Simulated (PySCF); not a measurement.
# CaS+: from the state search to spectroscopic constants

One table from this session's results is given with a row withheld; the runs are named, their logs left out.

Program: PySCF 2.14.0. Level of theory: Ca aug-pcseg-1, S aug-pcseg-1, no relativity. These are calculated values, not measurements.

Set-up of the first run:

A driver script around PySCF takes these settings:

| Item | Value |
| --- | --- |
| atoms | Ca, S |
| charge | 1 |
| basis | Ca aug-pcseg-1, S aug-pcseg-1 |
| Hamiltonian | no relativity |
| basis functions | 60 |
| electrons treated | 35 |
| masses in u | 39.9626, 31.9721 |
| levels | PBE0, PBE, r²SCAN, B2PLYP, MN15, M06-L, HF, MP2, SCS-MP2, CCSD, CCSD(T) |
| grid | 80 radial by 434 angular points |
| occupations | held fixed by the projection of orbital angular momentum |
| dissociation limit | Ca+ + S, each in its ground configuration |
| starting distance in angstrom | 2.675 |
| values of 2S to try | 1, 3 |

Run with:

```sh
> OMP_NUM_THREADS=1 python dia.py task.json out
```

Among the steps run: Set-up; PBE0 along the bond; Higher solutions at PBE0; PBE; r²SCAN (meta-GGA); B2PLYP (double hybrid); MN15; M06-L; UHF (mean field); Adding correlation.

One of the session's tables, all rows but one given; the rest of the session is left out.

Energy (eV) from each level's lowest point:

| R (Å) | UHF | UHF-MP2 | UHF-SCS-MP2 | UHF-CCSD | UHF-CCSD(T) |
| --- | --- | --- | --- | --- | --- |
| 2.126 | 1.370 | 1.310 | 1.335 | n/a | n/a |
| 2.225 | 0.698 | 0.671 | 0.688 | 0.702 | 0.705 |
| 2.324 | 0.290 | 0.282 | 0.292 | 0.302 | 0.306 |
| 2.398 | ? | ? | ? | ? | ? |
| 2.472 | 0.024 | 0.025 | 0.028 | 0.031 | 0.033 |
| 2.546 | 0.000 | 0.000 | 0.000 | 0.000 | 0.000 |
| 2.645 | 0.047 | 0.040 | 0.037 | 0.032 | 0.029 |
| 2.769 | 0.195 | 0.174 | 0.168 | 0.158 | 0.148 |
| 2.917 | 0.456 | 0.413 | 0.403 | 0.386 | 0.368 |
| 3.115 | 0.870 | 0.807 | 0.797 | n/a | n/a |

**Question.** Estimate the row for R (Å) = 2.398.

Worked estimate for «UHF». A straight line through the neighbours (2.324, 0.290) and (2.472, 0.024) gives 0.290 + (0.024 − 0.290) × (2.398 − 2.324) / (2.472 − 2.324) = 0.157; a parabola fitted to 4 rows on both sides gives 0.111.

**Answer.** UHF: 0.115; UHF-MP2: 0.114; UHF-SCS-MP2: 0.120; UHF-CCSD: 0.126; UHF-CCSD(T): 0.130. In «UHF» the line misses by +0.042 and the parabola by -0.004.
